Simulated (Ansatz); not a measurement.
# CH5BOS: the cost of one run

All numbers below are computed with Ansatz 0.2.0 (RKS PBE0/6-31G).

**1. The system as given**

Bond lengths: B1–S2 1.858 Å, S2–C3 1.806 Å, C3–O4 1.483 Å, B1–H5 1.215 Å, B1–H6 1.187 Å, C3–H7 1.068 Å, C3–H8 1.137 Å, O4–H9 0.967 Å. Angles: B1–S2–C3 92.0°, S2–B1–H5 119.1°, S2–B1–H6 121.7°, H5–B1–H6 118.7°, S2–C3–O4 109.6°, S2–C3–H7 112.6°, S2–C3–H8 110.3°, O4–C3–H7 109.2°, O4–C3–H8 104.4°, H7–C3–H8 110.5°, C3–O4–H9 104.1°.

As a file:

```xyz
9

B    -1.4984    0.8404    0.5000
S    -0.0897    1.0315   -0.6967
C     0.5797   -0.5895   -0.2667
O     1.8476   -0.8137   -1.0019
H    -2.5538    0.3857    0.1040
H    -1.4477    1.2877    1.5984
H    -0.0981   -1.3849   -0.4851
H     0.8814   -0.6132    0.8292
H     2.4676   -0.1904   -0.5982
```

**2. Relaxing the start**

The input, input.yaml:

```yaml
crystal:
  periodic: [false, false, false]
  atoms:
    - { symbol: B, position_ang: [-1.4984, 0.8404, 0.5] }
    - { symbol: S, position_ang: [-0.0897, 1.0315, -0.6967] }
    - { symbol: C, position_ang: [0.5797, -0.5895, -0.2667] }
    - { symbol: O, position_ang: [1.8476, -0.8137, -1.0019] }
    - { symbol: H, position_ang: [-2.5538, 0.3857, 0.104] }
    - { symbol: H, position_ang: [-1.4477, 1.2877, 1.5984] }
    - { symbol: H, position_ang: [-0.0981, -1.3849, -0.4851] }
    - { symbol: H, position_ang: [0.8814, -0.6132, 0.8292] }
    - { symbol: H, position_ang: [2.4676, -0.1904, -0.5982] }
basis:
  gaussian: { orbitals: "6-31G" }
hamiltonian:
  xc: pbe0
relax:
  f_tol: 0.02
  max_steps: 40
```

On the command line:

```sh
ansatz run input.yaml --threads 1 --pin off --max-ram 2048MiB --backend cpu --events-out ev --progress --plain --runs-dir out
```

Q: Estimate wall time and peak memory on 1 thread of Arm Neoverse V1, shared host.

About 92 s, with a peak of 0.15 GiB.
